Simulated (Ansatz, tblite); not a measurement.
# NaI with GFN2-xTB from a Python script

These are simulated results from tblite 0.8.0, not measurements. The cell began as a measured structure and was relaxed with r2SCAN in plane waves (Ansatz 0.2.0). All runs are without spin polarisation.

It is cubic, Fm-3m (No. 225); a = 6.459 Å in the conventional setting, 33.69 Å³ an atom. Na has 6 I at 3.23 Å; I has 6 Na at 3.23 Å.

tblite solves periodic systems at the zone centre alone, so the script builds a cluster of 2×2×2 conventional cells (64 atoms), which folds in a coarse mesh of k points.

The script, run.py:

```python
import json
from ase import Atoms
from ase.build import make_supercell
from ase.units import Bohr, GPa, Hartree
from tblite.interface import Calculator

atoms = Atoms(['Na', 'I'],
              cell=[[0.0, 3.22962802, 3.22962802], [3.22962802, 0.0, 3.22962802], [3.22962802, 3.22962802, 0.0]],
              scaled_positions=[[0.0, 0.0, 0.0], [0.5, 0.5, 0.5]],
              pbc=True)
cluster = make_supercell(atoms, [[-2, 2, 2], [2, -2, 2], [2, 2, -2]])
calc = Calculator('GFN2-xTB', cluster.numbers, cluster.positions / Bohr, lattice=cluster.cell[:] / Bohr, periodic=cluster.pbc)
calc.set('temperature', 0.02 / Hartree)
calc.set('max-iter', 150)
res = calc.singlepoint()
levels = res.get('orbital-energies') * Hartree
nv = round(res.get('orbital-occupations').sum() / 2)
cells = len(cluster) // len(atoms)
out = {'energy_per_cell': res.get('energy') * Hartree / cells, 'homo': levels[nv - 1], 'lumo': levels[nv],
       'stress': (-res.get('virial') * Hartree / cluster.get_volume() / GPa).tolist(), 'charges': res.get('charges')[:len(atoms)].tolist(), 'electrons': 2 * nv / cells}
json.dump(out, open('results.json', 'w'))
for key, value in out.items():
    print(key, value)
```

Command: `python run.py`. It took 4.2 s on 1 thread of Arm Neoverse V2, with other jobs on the host, peak memory 0.11 GiB.

What it printed:

```
------------------------------------------------------------
  cycle        total energy    energy error   density error
------------------------------------------------------------
      1     -129.5149819263  -1.2965250E+02   3.2638809E-01
      2     -132.4698494731  -2.9548675E+00   1.4183694E-01
      3     -132.9789686794  -5.0911921E-01   6.4651707E-02
      4     -133.2065423021  -2.2757362E-01   4.7108969E-02
      5     -133.3104579561  -1.0391565E-01   1.1439377E-02
      6     -133.3165875256  -6.1295695E-03   6.0387303E-03
      7     -133.3187765863  -2.1890607E-03   6.4793375E-04
      8     -133.3188018544  -2.5268042E-05   1.3352532E-05
      9     -133.3188017877   6.6728290E-08   3.5923736E-05
     10     -133.3188018576  -6.9913369E-08   1.0282645E-05
------------------------------------------------------------

 total:                                   3.533 sec
energy_per_cell -113.36841817663473
homo -11.513822044975852
lumo -2.7620223585518944
stress [[2.8781545269883018, 1.3915200816345141e-12, 4.750201660197291e-13], [1.3915158389458892e-12, 2.878154526988291, 1.8200491444640684e-13], [4.750121461232054e-13, 1.8199168221996863e-13, 2.8781545269882405]]
charges [0.5384151936080741, -0.5384126193937178]
electrons 8.0
```

The cycle table is in hartree for the whole cluster, and the lines after it are in eV (the energy for one cell). The printed stress is in GPa and positive in compression, and the pressure is its mean diagonal.

GFN2-xTB gives a gap of 8.75 eV. On the same cell, plane-wave PBE (Ansatz, 8×8×8 k points and the special points) gives a gap of 3.66 eV and r2SCAN a gap of 4.45 eV; on shared hosts these took about 2.8 and 6.1 core-seconds on the 2-atom cell, against 4.2 for the script. Spin-orbit coupling, left out in all these runs, can cut or reorder the gap by tenths of an eV, up to about 1 eV with Pb or Bi. xTB was fitted to molecules, so gaps, charges and pressures of solids can be far off, and the gap also depends on the size of the cluster.

The same script was run on cells scaled at fixed shape and fractional coordinates:

```tsv
volume (Å³/atom)	energy (meV/atom)	pressure (GPa, positive in compression)	gap (eV)
29.64	114.0	6.46	8.74
31.67	45.7	4.42	9.06
33.69	0.0	2.88	8.75
35.71	-28.5	1.69	7.37
37.73	-43.8	0.78	6.31
```

The minimum lies beyond the largest of these volumes.

xTB was fitted mostly to molecules, and a small cluster samples few k points, so gaps, pressures and kinks along a curve can be far from a solid's.

No spin-orbit coupling is included; it can move band edges with weight on the heavy atoms by tenths of an eV.
